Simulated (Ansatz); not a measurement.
# GaP (F-43m): dielectric-dependent hybrid calculation, by script

Wanted for GaP (F-43m): a dielectric-dependent hybrid calculation.

Computed with Ansatz 0.2.0, driven from Python. The levels of theory stand in the script.

### Step 1. Starting point

Symmetry: F-43m, No. 216, cubic system. The conventional cell has a = 5.451 Å, b = 5.451 Å, c = 5.451 Å, α = 90.00°, β = 90.00°, γ = 90.00°. Ga (site symmetry -43m) has 4 P at 2.36 Å as nearest neighbours. Around P (site symmetry -43m) lie 4 Ga at 2.36 Å.

The script holds or builds the structure itself.

### Step 2. Script

ddh_gap.py reads:

```python
# -*- coding: utf-8 -*-
'''A hybrid whose exact exchange is one over the dielectric constant of GaP.'''

import logging
import sys
import warnings

import ansatz as az
from ase import Atoms
import numpy as np

logging.basicConfig(stream=sys.stdout, format='%(name)s: %(message)s')
log = logging.getLogger('ansatz_job')
log.setLevel(logging.INFO)


def count_gap(report):
    # lowest empty less highest filled band, counting bands; zero where they overlap
    return max(report.get('gap_by_band_count_ev') or 0.0, 0.0)

warnings.simplefilter('ignore', az.DeckWarning)

atoms = Atoms(
    ['Ga', 'P'],
    scaled_positions=[
        (0.0, 0.0, 0.0),
        (0.25, 0.25, 0.25),
    ],
    cell=[
        (0.0, 2.72525, 2.72525),
        (2.72525, 0.0, 2.72525),
        (2.72525, 2.72525, 0.0),
    ],
    pbc=True,
)
system = az.Crystal.from_ase(atoms)

calculation = system.calculation()
calculation = calculation.basis(21 * az.Ha)
calculation = calculation.kpoints(4).occupations('fixed')
calculation = calculation.band_table()
semilocal = calculation.functional('pbe').run(threads=1).report
hybrid = calculation.functional(exchange='pbe', correlation='pbe', exact_fraction='inverse_dielectric').run(threads=1).report
alpha = hybrid['hybrid']['exact_exchange_fraction']
log.info(f'fraction of exact exchange {alpha:.4f}, so eps_inf = {1 / alpha:.2f} on this mesh')
log.info(f'gap by band count: {count_gap(semilocal):.3f} eV semilocal, {count_gap(hybrid):.3f} eV hybrid')
```

### Step 3. What the engine is handed

The package turns the script's settings into the engine's input (first run):

```yaml
crystal:
  lattice:
    - [0.0, 2.72525, 2.72525]
    - [2.72525, 0.0, 2.72525]
    - [2.72525, 2.72525, 0.0]
  atoms:
    - { symbol: Ga, position: [0.0, 0.0, 0.0] }
    - { symbol: P, position: [0.25, 0.25, 0.25] }
basis:
  ecutwfc: 571.4391111657479
kpoints:
  mp_grid:
    grid: [4, 4, 4]
hamiltonian:
  xc: pbe
scf:
  occupations:
    method: fixed
output:
  eigenvalues: true
```

### Step 4. Launch

The run is started by

```console
> python ddh_gap.py
```

Output:

```text
ansatz_job: fraction of exact exchange 0.0964, so eps_inf = 10.37 on this mesh
ansatz_job: gap by band count: 1.629 eV semilocal, 2.147 eV hybrid
```

Wall time 27 s (1 thread of Arm Neoverse V1, shared host); peak memory 0.93 GiB.

### Step 5. What changed from run to run

The engine's inputs for the other runs:

Run 2, against run 1:

```diff
@@ -15 +15,5 @@
-  xc: pbe
+  xc:
+    exchange: pbe
+    correlation: pbe
+    exx:
+      coeff: inverse_dielectric
```

### Step 6. What each run gave

One row for each of the 2 runs:

```
run  functional  hamiltonian.xc.exchange  hamiltonian.xc.correlation  energy (eV/atom)  gap on the mesh (eV)  SCF cycles  CPU time (s)
  1         pbe                  not set                     not set        -2269.7051                  1.63           6          0.74
  2     not set                      pbe                         pbe        -2269.9469                  2.15          10            25
```

Totals under unlike functionals or potentials can't be compared directly.

### Step 7. Results

| quantity | value |
| --- | --- |
| runs compared | 2 |
| gap on the mesh | 1.63 (pbe) to 2.15 eV (the functional composed in the script) |

What this shows: The fraction is 0.0964, one over a dielectric constant of 10.37 on this mesh. It opens the gap from 1.629 to 2.147 eV, by 0.52 eV. What to keep in mind:
- The k-point mesh is coarse, so energy and stress aren't converged.
- The starting cell is as deposited in a crystallographic database.
- Levels are Kohn-Sham eigenvalues on this mesh.
- The dielectric constant and the gaps are those of a coarse mesh.
